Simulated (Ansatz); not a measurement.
**TiCH3+ (singlet): wave-function methods side by side, def2-SVP**

The task here is to estimate one member of a computed series from the others.

Computed with Ansatz 0.2.0, Gaussian basis. Level: def2-SVP, core rule «outside noble gas», up to 10 orbitals frozen.

The runs, in order: UHF; CCSD(T) on RHF; CCSD(T) on UHF; CISD; CCSDT(Q) on RHF; CCSDT(Q) on UHF; CASSCF and MRCISD+Q, 8 electrons in 8 orbitals; CASSCF and MRCISD+Q(relaxed), 8 electrons in 8 orbitals; CASSCF and NEVPT2, 8 electrons in 8 orbitals.

26 further runs of the same task are left out: 9 that didn't finish, 17 set aside as unsound or not needed. Runs told in other sessions of the task aren't counted.

### What is computed

The geometry is a PBE0/def2-TZVP stationary point (not a proven minimum) of the parent state, kept for this charge and spin.

5 atoms, charge 1, spin multiplicity 1.

Atoms are counted from 1 here; the program's logs count them from 0.

Bond lengths: Ti1–C2 2.062 Å, C2–H3 1.097 Å, C2–H4 1.096 Å, C2–H5 1.097 Å. Angles: Ti1–C2–H3 109.2°, Ti1–C2–H4 110.8°, Ti1–C2–H5 109.2°, H3–C2–H4 109.3°, H3–C2–H5 109.0°, H4–C2–H5 109.3°.

The first run:

in.yaml

```yaml
crystal:
  periodic: [false, false, false]
  atoms:
    - {symbol: Ti, position_ang: [0.000000, 0.000119, 0.510737]}
    - {symbol: C, position_ang: [0.000001, 0.001372, -1.551684]}
    - {symbol: H, position_ang: [-0.893080, -0.523764, -1.912121]}
    - {symbol: H, position_ang: [0.000017, 1.025571, -1.940604]}
    - {symbol: H, position_ang: [0.893066, -0.523791, -1.912120]}
basis:
  gaussian: {orbitals: def2-SVP}
total_charge: 1
magnetization: {spin_polarized: true, initial_magnetization: 0}
hamiltonian: {xc: hf}
output: {orbitals: {seedname: orbitals}}
```

Launch:

```
$ ansatz run in.yaml --threads 1 --pin off --events-out ev --progress --plain --max-ram 2393MiB
```

Among the steps run: UHF; CCSD(T) on RHF; CCSD(T) on UHF; CISD; CCSDT(Q) on RHF; CCSDT(Q) on UHF; CASSCF and MRCISD+Q, 8 electrons in 8 orbitals; CASSCF and MRCISD+Q(relaxed), 8 electrons in 8 orbitals; CASSCF and NEVPT2, 8 electrons in 8 orbitals.

One table of the session follows, with a row left open; its other results are not shown here.

```
                    method  from RCCSDT(Q) (meV)
                       RHF               +6478.7
                       UHF               +5352.3
                      RMP2               +1340.7
                      UMP2                +384.6
                      CISD                +944.6
                     RCCSD                +366.8
                     UCCSD                     ?
                  RCCSD(T)                +122.8
                  UCCSD(T)                -894.0
                    RCCSDT                 +33.8
                    UCCSDT                -956.8
                 RCCSDT(Q)                     0
                 UCCSDT(Q)                -978.8
           CASSCF frontier               +4135.4
           NEVPT2 frontier               +1400.5
           MRCISD frontier                +541.5
         MRCISD+Q frontier                +215.8
MRCISD+Q(relaxed) frontier                +205.2
```

Estimate the missing values for UCCSD.

As computed: from RCCSDT(Q) (meV): -642.8. In the column «from RCCSDT(Q) (meV)» it lies between UCCSD(T) (-894.0) and RCCSDT(Q) (0).

The program flags UCCSD(T), UCCSDT(Q) as in doubt (see the logs), so read those rows with care; the flags are large difference.

Limits of these values: The determinant of HF (⟨S²⟩ 1.00) is far from a pure spin state, so its energy mixes those of several spin states; that is harmless only where they are near-degenerate. The determinant of CCSD(T) (⟨S²⟩ 1.00) is far from a pure spin state, so its energy mixes those of several spin states; high orders of coupled cluster remove much of that, low ones don't. The determinant of CCSDT(Q) (⟨S²⟩ 1.00) is far from a pure spin state, so its energy mixes those of several spin states; high orders of coupled cluster remove much of that, low ones don't. The program flags UCCSD(T), UCCSDT(Q) as in doubt, so read those rows with care; the flags are large difference. Warnings: restricted reference is unstable; spin contamination; large T1 diagnostic. Restricted and unrestricted rows rest on different reference determinants; a gap between their highest levels can come from leftover correlation error, from unlike frozen cores or from another state.
